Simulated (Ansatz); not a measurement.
# CH7GeN: the cost of one run

All numbers are computed with Ansatz 0.2.0 through its Python package. Level of theory: PBE0/def2-SVP.

## 1. The structure

Bond lengths: C1–N2 1.403 Å, N2–Ge3 1.843 Å, C1–H4 1.104 Å, C1–H5 1.106 Å, C1–H6 1.153 Å, N2–H7 1.055 Å, Ge3–H8 1.560 Å, Ge3–H9 1.586 Å, Ge3–H10 1.568 Å. Angles (14 of 15 angles, heavy atoms first): C1–N2–Ge3 107.6°, C1–N2–H7 107.1°, Ge3–N2–H7 105.7°, N2–C1–H4 111.2°, N2–C1–H5 115.7°, N2–C1–H6 112.7°, N2–Ge3–H8 111.1°, N2–Ge3–H9 112.1°, N2–Ge3–H10 111.1°, H4–C1–H5 103.0°, H4–C1–H6 105.3°, H5–C1–H6 108.2°, H8–Ge3–H9 109.0°, H8–Ge3–H10 105.8°.

The script reads ch7gen.xyz:

```xyz
10

C    -0.80650    0.63990   -0.79370
N    -0.46380   -0.66620   -0.41140
Ge    0.73700   -0.54340    0.98080
H    -1.49900    0.63470   -1.65370
H     0.02970    1.26940   -1.15240
H    -1.36010    1.21590    0.03830
H     0.07100   -1.09470   -1.21350
H     1.26260   -1.95270    1.39530
H     0.10770    0.16770    2.25140
H     2.00470    0.27820    0.56180
```

## 2. Script

Contents of ch7gen_scan.py:

```python
"""Potential curve of CH7GeN along one bond."""

import ansatz as az
import numpy as np


def main() -> None:
    ch7gen = az.Crystal.molecule_from_extxyz("ch7gen.xyz")

    symbols = [site.symbol for site in ch7gen.cartesian_sites]
    start = np.array([site.position_ang for site in ch7gen.cartesian_sites])
    axis = (start[8] - start[2]) / np.linalg.norm(start[8] - start[2])
    moving = [8]
    lengths, energies = [1.396, 1.459, 1.523, 1.586, 1.65, 1.713, 1.777, 1.872], []
    for length in lengths:
        xyz = start.copy()
        xyz[moving] += (length - np.linalg.norm(start[8] - start[2])) * axis
        point = az.Crystal.molecule()
        for symbol, xyz in zip(symbols, xyz):
            point = point.atom(symbol, xyz.tolist())
        job = point.calculation().basis(gaussian="def2-SVP").functional("pbe0")
        rep = job.run(threads=1, backend="cpu").report
        energies.append(rep["free_energy_ev"])
        print(f"r = {length:6.3f} A  E = {energies[-1]:.5f} eV  <S^2> = {abs(rep['mean_field']['state']['spin_squared']):.3f}")

    # quartic fit about the minimum
    fit = np.polynomial.Polynomial.fit(lengths, np.array(energies) - min(energies), 4).convert()
    roots = [r.real for r in fit.deriv().roots() if abs(r.imag) < 1e-9 and fit.deriv(2)(r.real) > 0]
    r_e = min(roots, key=lambda r: abs(r - lengths[int(np.argmin(energies))]))
    print(f"minimum of the fit at {r_e:.4f} A, force constant {fit.deriv(2)(r_e):.2f} eV/A^2")


if __name__ == "__main__":
    main()
```

## 3. What the engine is handed

The engine receives this input (first run):

```yaml
crystal:
  periodic: [false, false, false]
  atoms:
    - { symbol: C, position_ang: [-0.8065, 0.6399, -0.7937] }
    - { symbol: "N", position_ang: [-0.4638, -0.6662, -0.4114] }
    - { symbol: Ge, position_ang: [0.737, -0.5434, 0.9808] }
    - { symbol: H, position_ang: [-1.499, 0.6347, -1.6537] }
    - { symbol: H, position_ang: [0.0297, 1.2694, -1.1524] }
    - { symbol: H, position_ang: [-1.3601, 1.2159, 0.0383] }
    - { symbol: H, position_ang: [0.071, -1.0947, -1.2135] }
    - { symbol: H, position_ang: [1.2626, -1.9527, 1.3953] }
    - { symbol: H, position_ang: [0.18316719299353662, 0.08242315121928509, 2.099026544704294] }
    - { symbol: H, position_ang: [2.0047, 0.2782, 0.5618] }
basis:
  gaussian:
    orbitals: def2-SVP
hamiltonian:
  xc: pbe0
```

## 4. Running it

Command:

```sh
> python ch7gen_scan.py
```

**Question.** How long does this script take on 1 thread of Intel Xeon 6975P-C (Granite Rapids), shared host, and how much memory does it need?

About 17 s, with a peak of 0.26 GiB.
